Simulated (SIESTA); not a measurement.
Crystal: MgNb2O5.

```
CELL_PARAMETERS angstrom
6.92946 -1.94379 0.00000
6.92946 1.94379 0.00000
-0.01725 0.00000 4.14385
ATOMIC_POSITIONS crystal
Nb 0.85918 0.85918 0.00444
Nb 0.13534 0.13534 0.99956
Mg 0.70317 0.70317 0.50026
O 0.68357 0.68357 0.99991
O 0.30857 0.30857 0.00511
O 0.99691 0.99691 0.00298
O 0.84667 0.84667 0.50456
O 0.14669 0.14669 0.49984
```

The cell comes from a database or a generator and needn't be the stable form of this composition.

| Item | Value |
| --- | --- |
| Program | SIESTA 5.4.2 |
| Task | single point |
| Functional | PBEsol |
| Potentials or basis | PseudoDojo 0.4 standard (PBEsol files) |
| Basis | DZP (energy shift 0.003 Ry; two zetas on semicore shells) |
| Grid cutoff | 800 Ry |
| Energy shift | 0.003 Ry |
| k mesh | 7 × 7 × 7 |
| Occupations | fermi-dirac, width 0.05 eV |
| Spin | no spin polarisation |

On this cell: pressure -3.3 GPa; largest force 0.385 eV/Å; band gap on the k mesh none (metal or under the smearing width).

The same run follows on a disturbed copy (atoms moved at random, drawn with an rms of 0.05 Å):

```
CELL_PARAMETERS angstrom
6.92946 -1.94379 0.00000
6.92946 1.94379 0.00000
-0.01725 0.00000 4.14385
ATOMIC_POSITIONS crystal
Nb 0.85561 0.86626 0.99842
Nb 0.12212 0.15053 0.99592
Mg 0.70711 0.70577 0.48667
O 0.68811 0.68138 0.00451
O 0.30174 0.31225 0.02177
O 0.97955 0.01619 0.01205
O 0.84100 0.85313 0.50948
O 0.15704 0.13814 0.50619
```

Problem. What does the disturbed cell give?

Solution. The energy (extrapolated to zero smearing) moves by +15.5 meV/atom; pressure -2.7 GPa; largest force 1.786 eV/Å; band gap on the k mesh none (metal or under the smearing width).

Forces on the atoms (eV/Å):
```
Nb  -0.371  0.143  0.304
Nb  -0.160 -1.687  0.566
Mg  -0.284 -0.005  0.719
O    0.292  1.155 -0.507
O    0.007 -0.120 -0.313
O    0.079 -0.047 -0.279
O    0.560 -0.047  0.015
O   -0.128  0.607 -0.507
```

Stress tensor (GPa, compression positive):
```
-1.73  0.74  0.32
 0.74 -3.09  0.15
 0.32  0.15 -3.29
```

Caveats: the basis of atomic orbitals isn't converged, which shifts pressures, moduli and gaps.
